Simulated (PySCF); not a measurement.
# [Dy(SH)2]+: how tightly the ligands are held

What does it cost to pull a ligand from [Dy(SH)2]+? The species was built from a template and needn't be a known compound.

Program: PySCF 2.14.0. Level of theory: BP86, Dy lcecp-1-SVP with ECP55, S def2-SVP, H def2-SVP; scalar-relativistic core potentials, no spin–orbit coupling. These are calculated values, not measurements.

3 further runs of the same task are left out: 2 for a known fault of the program, 1 that didn't finish.

## Step 1: Starting geometry

5 atoms, charge 1, spin multiplicity 1.

Bond lengths: Dy1–S2 2.494 Å, Dy1–S4 2.494 Å, S2–H3 1.368 Å, S4–H5 1.368 Å. Angles: S2–Dy1–S4 110.7°, Dy1–S2–H3 98.0°, Dy1–S4–H5 98.0°.

Geometry (Å):

```
Dy   -0.6983   -1.3058    0.3707
S    -0.0500    0.4668    2.0003
H     0.5094    1.3454    1.1132
S    -0.0500   -0.6537   -1.9472
H     0.5094    0.5599   -1.6540
```

Formal oxidation states: Dy +3. Each metal's 9 4f electrons lie in its core potential, so multiplicities, spins and levels count the valence alone. An earlier session relaxed this geometry at BP86, Dy lcecp-1-SVP with ECP55, S def2-SVP, H def2-SVP (singlet, point group C2v).

## Step 2: SH taken off

The ligand (atoms 2, 3) keeps its formal charge and a closed shell where it can; ligand and rest are solved at the complex's geometry, in vacuum, with the settings of the relaxation.

| part | charge | state | energy (Eh) |
| --- | --- | --- | --- |
| complex | 1 | singlet | -834.393831 |
| ligand | -1 | singlet | -398.704511 |
| rest | 2 | singlet | -435.147979 |

It took 1 s on 2 threads of Arm Neoverse V1, shared host.

## Step 3: Rigid scan of SH

Atoms 2, 3 move together along the line from atom 1; the distance is to the donor, the donors' midpoint or the ring centre. Each point starts from the density of the one before.

| distance (Å) | energy from the relaxed point (eV) |
| --- | --- |
| 2.19 | 0.788 |
| 2.29 | 0.307 |
| 2.39 | 0.068 |
| 2.49 | 0.000 |
| 2.59 | 0.053 |
| 2.69 | 0.188 |
| 2.89 | 0.602 |
| 3.19 | 1.352 |
| 3.59 | 2.296 |
| 4.09 | 3.197 |

Run time: 35 s. Hardware: 2 threads of Arm Neoverse V1, shared host.

## Step 4: What came out

| quantity | value |
| --- | --- |
| taking off SH | 14.73 eV |
| stiffness of the SH contact | 12.0 eV/Å² |

In words: Taking off SH as a fragment of charge -1 costs 14.73 eV, much of it the attraction of the two charges. Near 2.49 Å the SH contact has a stiffness of about 12.0 eV/Å², and the energy stands 3.20 eV higher at 4.09 Å. The free anion is solved without diffuse functions, no counterpoise correction is made, and the parts aren't relaxed; each of these makes the binding look larger. The bases are small and lack diffuse functions. Spin–orbit coupling is left out.
